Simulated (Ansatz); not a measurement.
# ClFHSSi radical: small, medium and large basis sets

One table from this session's results is given with a row withheld; the runs are named, their logs left out.

Computed with Ansatz 0.2.0, Gaussian basis. Level: one geometry, several basis sets.

Plan: PBE0-D4/def2-SVP; ωB97M-V/def2-SVP; PBE0-D4/def2-QZVPP; ωB97M-V/def2-QZVPP; the functionals' def2-TZVPP values are taken from earlier runs.

### The relaxed structure

The geometry comes from an earlier relaxation with PBE0-D4 in a triple-zeta def2 set; it is a stationary point.

5 atoms, charge 0, spin multiplicity 2.

Atoms are counted from 1 here; the program's logs count them from 0.

Bond lengths: F1–Si2 1.586 Å, Si2–S3 2.101 Å, Si2–Cl4 2.036 Å, Si2–H5 1.473 Å. Angles: F1–Si2–S3 112.6°, F1–Si2–Cl4 108.5°, F1–Si2–H5 106.8°, S3–Si2–Cl4 104.7°, S3–Si2–H5 113.2°, Cl4–Si2–H5 111.1°.

The first run:

in.yaml reads:

```yaml
crystal:
  periodic: [false, false, false]
  atoms:
    - {symbol: F, position_ang: [0.063796, -0.754404, 1.465330]}
    - {symbol: Si, position_ang: [0.139178, -0.051811, 0.044950]}
    - {symbol: S, position_ang: [-0.590544, 1.918236, 0.079795]}
    - {symbol: Cl, position_ang: [-1.101956, -1.040844, -1.230056]}
    - {symbol: H, position_ang: [1.539426, -0.144778, -0.401420]}
basis:
  gaussian: {orbitals: def2-SVP}
magnetization: {spin_polarized: true, initial_magnetization: 1}
hamiltonian: {xc: pbe0, dispersion: d4}
output: {orbitals: {seedname: orbitals}}
```

Steps of the session up to this table: PBE0-D4 in def2-SVP; ωB97M-V in def2-SVP; PBE0-D4 in def2-QZVPP; ωB97M-V in def2-QZVPP.

One of the session's tables, all rows but one given; the rest of the session is left out.

It belongs to the step «Functionals by basis». 

| functional | basis | HOMO (eV) | LUMO (eV) |
| --- | --- | --- | --- |
| PBE0-D4 | def2-SVP | -7.95 | -5.13 |
| PBE0-D4 | def2-TZVPP | ? | ? |
| PBE0-D4 | def2-QZVPP | -8.11 | -5.19 |
| ωB97M-V | def2-SVP | -10.12 | -3.02 |
| ωB97M-V | def2-TZVPP | -10.28 | -3.16 |
| ωB97M-V | def2-QZVPP | -10.33 | -3.21 |

Estimate the missing values for PBE0-D4, def2-TZVPP.

The run gave: HOMO (eV): -8.08; LUMO (eV): -5.17. In the column «HOMO (eV)» it lies between PBE0-D4, def2-QZVPP (-8.11) and PBE0-D4, def2-SVP (-7.95).
